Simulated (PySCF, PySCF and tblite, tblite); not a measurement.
# C₇H₁₃NO: conformers and averaged spectra

Aim: find the conformers of C₇H₁₃NO (`C=C(C)CC(=O)N(C)C`), weigh them, and average their properties.

Computed with tblite 0.8.0 (tight binding) and PySCF 2.14.0 (DFT, with response routines of our own); each step states its level. Atoms count from 0 throughout.

## 1. The starting structure

22 atoms, charge 0, multiplicity 1; geometry from: MMFF94s geometry.

Bonds of the start (Å): C0–C1 1.36, C0–H10 1.09, C0–H9 1.08, C1–C2 1.51, C1–C3 1.51, C2–H11 1.10, C2–H12 1.09, C2–H13 1.09, C3–C4 1.53, C3–H14 1.09, C3–H15 1.08, C4–N6 1.38, C4–O5 1.24, C7–H16 1.10, C7–H17 1.09, C7–H18 1.09, C8–H19 1.10, C8–H20 1.08, C8–H21 1.10, N6–C7 1.45, N6–C8 1.46.

## 2. GFN2-xTB relaxation, conformer 1

Job settings and geometry (Å):

```
{"job": {"xc": "GFN2-xTB", "basis": "xTB", "kind": "relax"}, "charge": 0, "multiplicity": 1}
C      2.101300    -1.487300     0.253900
C      1.711800    -0.205400     0.045500
C      2.318400     0.913100     0.861300
C      0.719300     0.186700    -1.023400
C     -0.500400     0.902000    -0.431900
O     -0.528100     2.138200    -0.453800
N     -1.539000     0.157400     0.092500
C     -2.659900     0.856500     0.700700
C     -1.546400    -1.296600     0.235900
H      2.819300    -1.748600     1.018900
H      1.688600    -2.301300    -0.341200
H      1.537500     1.399900     1.469100
H      2.749700     1.665400     0.203400
H      3.099800     0.566300     1.532700
H      0.398200    -0.662900    -1.622700
H      1.207000     0.867200    -1.705500
H     -3.592200     0.471700     0.263000
H     -2.664900     0.651400     1.773200
H     -2.626000     1.935000     0.541000
H     -1.347200    -1.539200     1.287900
H     -0.815800    -1.782700    -0.387400
H     -2.541400    -1.667500    -0.042200
```

Command:

```
$ OMP_NUM_THREADS=1 python ens_run.py task.json out
```

The driver reads the study from task.json and runs its stages one after another.

The log of the run:

```text
step      E/eV     max force
  0    -777.96488    1.788
  1    -778.02907    1.305
  2    -778.06445    0.389
  3    -778.07848    0.356
  4    -778.09160    0.380
  5    -778.09775    0.190
  6    -778.10421    0.174
  7    -778.10916    0.147
  8    -778.11109    0.075
  9    -778.11195    0.059
 10    -778.11268    0.071
 11    -778.11352    0.081
 12    -778.11453    0.075
 13    -778.11562    0.082
 14    -778.11665    0.066
 15    -778.11751    0.075
 16    -778.11824    0.069
 17    -778.11888    0.055
 18    -778.11943    0.046
 19    -778.11990    0.046
 20    -778.12033    0.048
 21    -778.12078    0.050
 22    -778.12127    0.051
 23    -778.12174    0.057
 24    -778.12216    0.048
 25    -778.12254    0.053
 26    -778.12291    0.062
 27    -778.12328    0.051
 28    -778.12367    0.045
 29    -778.12409    0.042
 30    -778.12455    0.044
 31    -778.12499    0.050
 32    -778.12537    0.055
 33    -778.12576    0.053
 34    -778.12623    0.064
 35    -778.12680    0.077
 36    -778.12741    0.074
 37    -778.12799    0.065
 38    -778.12855    0.067
 39    -778.12910    0.068
 40    -778.12955    0.052
 41    -778.12982    0.039
 42    -778.12982    0.039
 43    -778.12992    0.037
 44    -778.13021    0.044
 45    -778.13033    0.043
 46    -778.13054    0.049
 47    -778.13081    0.053
 48    -778.13098    0.036
 49    -778.13118    0.043
 50    -778.13135    0.047
 51    -778.13149    0.031
 52    -778.13160    0.024
 53    -778.13169    0.019
 54    -778.13177    0.019
 55    -778.13185    0.022
 56    -778.13194    0.025
 57    -778.13203    0.023
 58    -778.13211    0.019
 59    -778.13219    0.019
 60    -778.13230    0.027
 61    -778.13243    0.032
 62    -778.13254    0.025
 63    -778.13262    0.017
 64    -778.13268    0.018
 65    -778.13276    0.020
 66    -778.13284    0.023
 67    -778.13293    0.020
 68    -778.13302    0.024
 69    -778.13314    0.030
 70    -778.13330    0.033
 71    -778.13347    0.032
 72    -778.13362    0.026
 73    -778.13373    0.024
 74    -778.13384    0.028
 75    -778.13397    0.030
 76    -778.13413    0.029
 77    -778.13432    0.035
 78    -778.13452    0.042
 79    -778.13475    0.035
 80    -778.13499    0.039
 81    -778.13524    0.036
 82    -778.13547    0.039
 83    -778.13570    0.041
 84    -778.13589    0.033
 85    -778.13601    0.022
 86    -778.13607    0.015
 87    -778.13610    0.017
 88    -778.13613    0.014
 89    -778.13616    0.010
 90    -778.13619    0.011
 91    -778.13621    0.013
 92    -778.13624    0.014
 93    -778.13626    0.013
 94    -778.13629    0.015
 95    -778.13632    0.015
 96    -778.13635    0.012
 97    -778.13639    0.012
 98    -778.13642    0.014
 99    -778.13645    0.011
100    -778.13648    0.011
101    -778.13651    0.015
102    -778.13655    0.017
103    -778.13659    0.017
104    -778.13665    0.017
105    -778.13671    0.017
106    -778.13678    0.020
107    -778.13687    0.022
108    -778.13698    0.022
109    -778.13708    0.026
110    -778.13717    0.026
111    -778.13726    0.024
112    -778.13734    0.020
113    -778.13741    0.018
114    -778.13748    0.018
115    -778.13754    0.024
116    -778.13761    0.022
117    -778.13768    0.020
118    -778.13773    0.015
119    -778.13778    0.017
120    -778.13783    0.019
121    -778.13789    0.019
122    -778.13797    0.024
123    -778.13803    0.019
124    -778.13809    0.016
125    -778.13815    0.018
126    -778.13822    0.018
127    -778.13831    0.023
128    -778.13839    0.024
129    -778.13848    0.022
130    -778.13856    0.018
131    -778.13865    0.019
132    -778.13874    0.022
133    -778.13884    0.025
134    -778.13900    0.031
135    -778.13920    0.042
136    -778.13943    0.041
137    -778.13957    0.035
138    -778.13975    0.044
139    -778.13993    0.038
140    -778.14038    0.040
141    -778.14059    0.030
142    -778.14083    0.026
143    -778.14093    0.020
144    -778.14100    0.018
145    -778.14106    0.020
146    -778.14112    0.019
147    -778.14117    0.016
148    -778.14120    0.015
149    -778.14125    0.018
150    -778.14130    0.024
151    -778.14137    0.023
152    -778.14142    0.013
153    -778.14145    0.010
154    -778.14147    0.009
155    -778.14148    0.008
156    -778.14149    0.008
157    -778.14150    0.009
158    -778.14151    0.009
159    -778.14153    0.009
160    -778.14155    0.012
161    -778.14158    0.010
162    -778.14161    0.010
163    -778.14164    0.011
164    -778.14166    0.011
165    -778.14168    0.010
166    -778.14171    0.014
167    -778.14174    0.016
168    -778.14177    0.010
169    -778.14180    0.009
170    -778.14183    0.012
171    -778.14186    0.015
172    -778.14191    0.016
173    -778.14196    0.014
174    -778.14200    0.012
175    -778.14203    0.012
176    -778.14205    0.014
177    -778.14208    0.012
178    -778.14210    0.011
179    -778.14211    0.008
180    -778.14213    0.008
181    -778.14214    0.008
182    -778.14215    0.008
183    -778.14216    0.006
184    -778.14217    0.008
185    -778.14217    0.004
186    -778.14217    0.003
```

It took 1.4 s on 1 thread of Arm Neoverse V1, shared host.

Gain 0.177 eV; displacement 0.31 Å root mean square.

**GFN2-xTB relaxation, conformer 2**

Job settings and geometry (Å):

```
{"job": {"xc": "GFN2-xTB", "basis": "xTB", "kind": "relax"}, "charge": 0, "multiplicity": 1}
C      1.309900    -1.635400     0.610500
C      1.649400    -0.351000     0.375200
C      2.825600     0.257100     1.119600
C      0.967700     0.580200    -0.606800
C     -0.315600     0.044000    -1.243200
O     -0.260800    -0.501000    -2.358700
N     -1.515500     0.206900    -0.572200
C     -2.743600    -0.213400    -1.208000
C     -1.651500     0.732400     0.780000
H      1.834100    -2.253800     1.328000
H      0.477900    -2.112800     0.082200
H      2.477500     1.118900     1.704800
H      3.571500     0.599600     0.414300
H      3.298700    -0.445600     1.801400
H      1.668100     0.798400    -1.411700
H      0.754000     1.541400    -0.117400
H     -3.451400     0.623900    -1.208100
H     -2.595000    -0.547900    -2.244000
H     -3.176100    -1.046200    -0.636200
H     -0.697900     0.902000     1.285100
H     -2.240300     0.033500     1.382000
H     -2.197100     1.688000     0.722300
```

The log of the run:

```text
step      E/eV     max force
  0    -777.91879    1.933
  1    -777.98543    1.721
  2    -778.02107    0.381
  3    -778.03627    0.362
  4    -778.05062    0.361
  5    -778.05655    0.205
  6    -778.06308    0.186
  7    -778.06804    0.162
  8    -778.07030    0.093
  9    -778.07148    0.069
 10    -778.07268    0.085
 11    -778.07414    0.111
 12    -778.07593    0.122
 13    -778.07785    0.130
 14    -778.07974    0.100
 15    -778.08143    0.121
 16    -778.08271    0.110
 17    -778.08354    0.071
 18    -778.08415    0.062
 19    -778.08476    0.071
 20    -778.08551    0.084
 21    -778.08641    0.081
 22    -778.08740    0.075
 23    -778.08842    0.093
 24    -778.08951    0.085
 25    -778.09075    0.081
 26    -778.09223    0.085
 27    -778.09387    0.103
 28    -778.09553    0.108
 29    -778.09714    0.096
 30    -778.09868    0.082
 31    -778.10008    0.075
 32    -778.10129    0.087
 33    -778.10237    0.083
 34    -778.10346    0.098
 35    -778.10462    0.094
 36    -778.10572    0.085
 37    -778.10664    0.072
 38    -778.10738    0.064
 39    -778.10796    0.058
 40    -778.10836    0.043
 41    -778.10859    0.035
 42    -778.10859    0.035
 43    -778.10868    0.025
 44    -778.10891    0.041
 45    -778.10898    0.041
 46    -778.10911    0.037
 47    -778.10927    0.031
 48    -778.10939    0.032
 49    -778.10953    0.028
 50    -778.10966    0.039
 51    -778.10979    0.037
 52    -778.10991    0.034
 53    -778.11002    0.027
 54    -778.11010    0.029
 55    -778.11017    0.025
 56    -778.11026    0.031
 57    -778.11033    0.025
 58    -778.11039    0.020
 59    -778.11044    0.022
 60    -778.11051    0.022
 61    -778.11058    0.022
 62    -778.11064    0.018
 63    -778.11069    0.018
 64    -778.11075    0.023
 65    -778.11082    0.033
 66    -778.11091    0.033
 67    -778.11102    0.026
 68    -778.11115    0.028
 69    -778.11131    0.036
 70    -778.11151    0.034
 71    -778.11169    0.031
 72    -778.11185    0.033
 73    -778.11199    0.026
 74    -778.11214    0.032
 75    -778.11231    0.028
 76    -778.11247    0.031
 77    -778.11263    0.030
 78    -778.11280    0.028
 79    -778.11299    0.032
 80    -778.11317    0.028
 81    -778.11334    0.028
 82    -778.11356    0.042
 83    -778.11382    0.045
 84    -778.11405    0.028
 85    -778.11417    0.015
 86    -778.11420    0.029
 87    -778.11425    0.015
 88    -778.11429    0.011
 89    -778.11434    0.013
 90    -778.11436    0.014
 91    -778.11439    0.015
 92    -778.11443    0.014
 93    -778.11449    0.015
 94    -778.11454    0.016
 95    -778.11458    0.017
 96    -778.11462    0.015
 97    -778.11466    0.016
 98    -778.11470    0.016
 99    -778.11473    0.014
100    -778.11476    0.012
101    -778.11480    0.017
102    -778.11485    0.018
103    -778.11491    0.016
104    -778.11497    0.018
105    -778.11504    0.022
106    -778.11515    0.027
107    -778.11530    0.036
108    -778.11548    0.034
109    -778.11566    0.025
110    -778.11581    0.028
111    -778.11593    0.029
112    -778.11605    0.027
113    -778.11614    0.035
114    -778.11630    0.032
115    -778.11645    0.035
116    -778.11659    0.035
117    -778.11675    0.035
118    -778.11696    0.027
119    -778.11711    0.024
120    -778.11721    0.023
121    -778.11727    0.020
122    -778.11732    0.028
123    -778.11735    0.016
124    -778.11737    0.008
125    -778.11739    0.008
126    -778.11741    0.009
127    -778.11742    0.007
128    -778.11743    0.006
129    -778.11744    0.007
130    -778.11745    0.007
131    -778.11746    0.008
132    -778.11747    0.006
133    -778.11748    0.007
134    -778.11749    0.006
135    -778.11750    0.007
136    -778.11751    0.008
137    -778.11751    0.006
138    -778.11752    0.006
139    -778.11753    0.006
140    -778.11754    0.008
141    -778.11756    0.009
142    -778.11758    0.010
143    -778.11760    0.011
144    -778.11763    0.013
145    -778.11766    0.015
146    -778.11768    0.014
147    -778.11769    0.009
148    -778.11771    0.007
149    -778.11772    0.007
150    -778.11773    0.010
151    -778.11774    0.010
152    -778.11776    0.008
153    -778.11777    0.008
154    -778.11778    0.006
155    -778.11779    0.006
156    -778.11780    0.006
157    -778.11780    0.005
158    -778.11781    0.004
```

Run time: 1.1 s. Hardware: 1 thread of Arm Neoverse V1, shared host.

The energy fell by 0.199 eV, and the atoms moved 0.29 Å (root mean square).

(Part 1 of 3 ends here.)
